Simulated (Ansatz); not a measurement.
**CH9NOSi2: up Jacob's ladder to CCSD(T)**

How much do the methods differ for CH9NOSi2? The plan is to run it at one geometry with functionals of several rungs and with coupled cluster, and see how far each lands from CCSD(T) at the basis-set limit for the atomisation energy.

The runs use Ansatz 0.2.0, Gaussian basis; functionals in def2-TZVPP, the program's frozen cores in correlated methods.

Levels to be run: LDA (SPW92), PBE-D4, revPBE-D4, BLYP-D4, r2SCAN-D4, B97M-V, PBE0-D4, B3LYP-D4, r2SCANh-D4, r2SCAN0-D4, HSE06-D4, BHLYP-D4, CAM-B3LYP-D4, LC-ωPBE, ωB97X-V, ωB97M-V, B2PLYP, PBE-QIDH; CCSD(T)/def2-SVP; CCSD(T)/def2-TZVPP; MP2/def2-QZVPP; extrapolation to the limit; RPA on PBE.

### Step 1. The geometry

The geometry comes from an earlier relaxation with PBE0-D4 in a triple-zeta def2 set; it is a stationary point, not always the lowest conformer.

SMILES `C[Si](N)(O)[SiH3]`, 14 atoms, charge 0, spin multiplicity 1.

Atoms are counted from 1 here; the program's logs count them from 0.

Bond lengths: C1–Si2 1.865 Å, C1–H6 1.094 Å, C1–H7 1.092 Å, C1–H8 1.093 Å, Si2–N3 1.709 Å, Si2–O4 1.661 Å, Si2–Si5 2.351 Å, N3–H9 1.007 Å, N3–H10 1.008 Å, O4–H11 0.958 Å, Si5–H12 1.489 Å, Si5–H13 1.491 Å, Si5–H14 1.493 Å. Angles: Si2–C1–H6 110.3°, Si2–C1–H7 111.2°, Si2–C1–H8 111.2°, H6–C1–H7 108.5°, H6–C1–H8 107.5°, H7–C1–H8 108.1°, C1–Si2–N3 107.6°, C1–Si2–O4 110.4°, C1–Si2–Si5 112.3°, N3–Si2–O4 110.3°, N3–Si2–Si5 107.9°, O4–Si2–Si5 108.4°, Si2–N3–H9 120.7°, Si2–N3–H10 120.2°, H9–N3–H10 111.0°, Si2–O4–H11 117.5°, Si2–Si5–H12 111.8°, Si2–Si5–H13 110.9° and more.

### Step 2. LDA

This LDA is Slater exchange with PW92 correlation.

File in.yaml:

```yaml
crystal:
  periodic: [false, false, false]
  atoms:
    - {symbol: C, position_ang: [-1.331523, -0.096945, 1.244559]}
    - {symbol: Si, position_ang: [-0.106256, 0.416792, -0.063937]}
    - {symbol: N, position_ang: [1.074904, 1.394674, 0.691145]}
    - {symbol: O, position_ang: [-0.869474, 1.265048, -1.270567]}
    - {symbol: Si, position_ang: [0.991851, -1.424234, -1.029883]}
    - {symbol: H, position_ang: [-1.795244, 0.784726, 1.697694]}
    - {symbol: H, position_ang: [-0.846641, -0.676575, 2.033247]}
    - {symbol: H, position_ang: [-2.131870, -0.706818, 0.818129]}
    - {symbol: H, position_ang: [1.865895, 1.738573, 0.171248]}
    - {symbol: H, position_ang: [0.809045, 2.042768, 1.415567]}
    - {symbol: H, position_ang: [-1.396814, 0.765886, -1.896178]}
    - {symbol: H, position_ang: [1.418944, -2.415555, -0.003658]}
    - {symbol: H, position_ang: [2.202745, -0.986042, -1.781331]}
    - {symbol: H, position_ang: [0.101439, -2.131599, -1.997236]}
basis:
  gaussian: {orbitals: def2-TZVPP}
hamiltonian: {xc: lda}
output: {orbitals: {seedname: orbitals}}
```

Started as:

```bash
> ansatz run in.yaml --threads 4 --pin off --events-out ev --progress --plain --max-ram 10444MiB
```

After this run come: PBE-D4 (GGA); revPBE-D4 (GGA); BLYP-D4 (GGA); r2SCAN-D4 (meta-GGA); B97M-V (meta-GGA); PBE0-D4 (hybrid); B3LYP-D4 (hybrid); r2SCANh-D4 (hybrid); r2SCAN0-D4 (hybrid); HSE06-D4 (hybrid); BHLYP-D4 (hybrid); CAM-B3LYP-D4 (range-separated); LC-ωPBE (range-separated); ωB97X-V (range-separated); ωB97M-V (range-separated); B2PLYP (double hybrid); PBE-QIDH (double hybrid); CCSD(T) in def2-SVP; CCSD(T) in def2-TZVPP; MP2 in def2-QZVPP; RPA on PBE orbitals.

Q: Predict the results of all the runs planned. Wanted: atomisation energy, CCSD(T)/CBS; farthest beyond LDA; mean size of error, GGA; mean size of error, meta-GGA; mean size of error, hybrid; mean size of error, range-separated; mean size of error, double hybrid; gap, smallest and largest; T1 diagnostic.

**Answer**, as computed:

| quantity | value |
| --- | --- |
| atomisation energy, CCSD(T)/CBS | 1178.8 kcal/mol |
| functionals within 5.9 kcal/mol (0.5 %) | PBE-D4, r2SCAN-D4, B97M-V, B3LYP-D4, CAM-B3LYP-D4, ωB97X-V, ωB97M-V |
| farthest beyond LDA | BHLYP-D4 (-29.1 kcal/mol) |
| mean size of error, GGA | 10.6 kcal/mol |
| mean size of error, meta-GGA | 2.5 kcal/mol |
| mean size of error, hybrid | 13.6 kcal/mol |
| mean size of error, range-separated | 4.8 kcal/mol |
| mean size of error, double hybrid | 17.4 kcal/mol |
| gap, smallest and largest | 5.54 eV (LDA (SPW92)), 12.51 eV (LC-ωPBE) |
| T1 diagnostic | 0.0117 |
| triples share of the correlation energy | 3.5 % |

**Reading.** LDA overbinds by 145.5 kcal/mol (12 %). PBE-D4 misses by +4.1 kcal/mol. Double hybrids carry the basis error of their MP2 part in triple zeta, and no dispersion term here, so their miss is partly the set-up's. The rungs meta-GGA, range-separated miss on average by less than the doubt on the reference (5.9 kcal/mol), so they tie. The reference freezes the cores and leaves out relativity and excitations past (T), so misses under about 5.9 kcal/mol can't be ranked. Hartree-Fock recovers 73 % of the binding; the rest is correlation. CCSD(T) in def2-SVP is off by -88.4 kcal/mol, worse than the median functional, from the basis alone. The gap grows from 5.5 to 12.5 eV across the functionals, mostly with the share of exact exchange.
